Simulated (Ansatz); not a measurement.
# Ta3Se4: the cost of one run

All numbers below are computed with Ansatz 0.2.0 (DFT, r2SCAN, no spin polarisation, plane waves, PAW).

## 1. The structure

It takes space group R-3 (No. 148, trigonal). Conventional cell: a = 9.556 Å, b = 9.556 Å, c = 11.223 Å, α = 90.00°, β = 90.00°, γ = 120.00°. Around Ta (site symmetry 1) lie 5 Se at 2.55 to 2.60 Å and 4 Ta at 2.69 to 2.84 Å. Se (site symmetry 1) is surrounded by 4 Ta at 2.55 to 2.60 Å. Around Se (site symmetry 3) lie 3 Ta at 2.55 Å.

Its coordinates follow in the input file.

It starts from an earlier solution of the starting cell (checkpoint.read).

## 2. Relaxing

input.yaml reads:

```yaml
crystal:
  lattice:
    - [4.778215, 2.7587, 3.741145]
    - [-4.778215, 2.7587, 3.741145]
    - [0.0, -5.517409, 3.741145]
  atoms:
    - { symbol: Ta, position: [0.223, 0.4129, 0.5461] }
    - { symbol: Ta, position: [0.5461, 0.223, 0.4129] }
    - { symbol: Ta, position: [0.4129, 0.5461, 0.223] }
    - { symbol: Ta, position: [0.777, 0.5871, 0.4539] }
    - { symbol: Ta, position: [0.4539, 0.777, 0.5871] }
    - { symbol: Ta, position: [0.5871, 0.4539, 0.777] }
    - { symbol: Se, position: [0.3792, 0.1274, 0.7447] }
    - { symbol: Se, position: [0.7447, 0.3792, 0.1274] }
    - { symbol: Se, position: [0.1274, 0.7447, 0.3792] }
    - { symbol: Se, position: [0.6208, 0.8726, 0.2553] }
    - { symbol: Se, position: [0.2553, 0.6208, 0.8726] }
    - { symbol: Se, position: [0.8726, 0.2553, 0.6208] }
    - { symbol: Se, position: [0.2137, 0.2137, 0.2137] }
    - { symbol: Se, position: [0.7863, 0.7863, 0.7863] }
  symmetry: { tolerance: 0.0003 }
kpoints:
  mp_grid: { grid: [4, 4, 4], shift: [0, 0, 0] }
magnetization:
  spin_polarized: false
scf:
  occupations: { method: fermi_dirac, width: 0.05 }
  lower_state_search: "off"
hamiltonian:
  pseudopotentials: { kind: paw }
  xc: r2scan
basis:
  ecutwfc: 500
  fft_grid_basis: typed
relax:
  max_steps: 80
  cell: { p_target: 20.0 }
output:
  forces: true
  stress: true
  eigenvalues: true
  bader: true
  populations: true
  elf: true
  write_potential: true
  volumetric_format: npy
  dos:
    e_range: [-12, 8]
    de: 0.05
    projected: { site_lists: { Se: [Se], Ta: [Ta] } }
checkpoint:
  read: saved_state
```

Launch:

```bash
$ ansatz run input.yaml --threads 2 --pin off --max-ram 2560MiB --backend cpu --events-out ev --progress --plain --runs-dir out
```

**Question.** How long does this run take on 2 threads of Arm Neoverse V1, shared host, and how much memory does it need?

About 12 min, with a peak of 1.5 GiB.
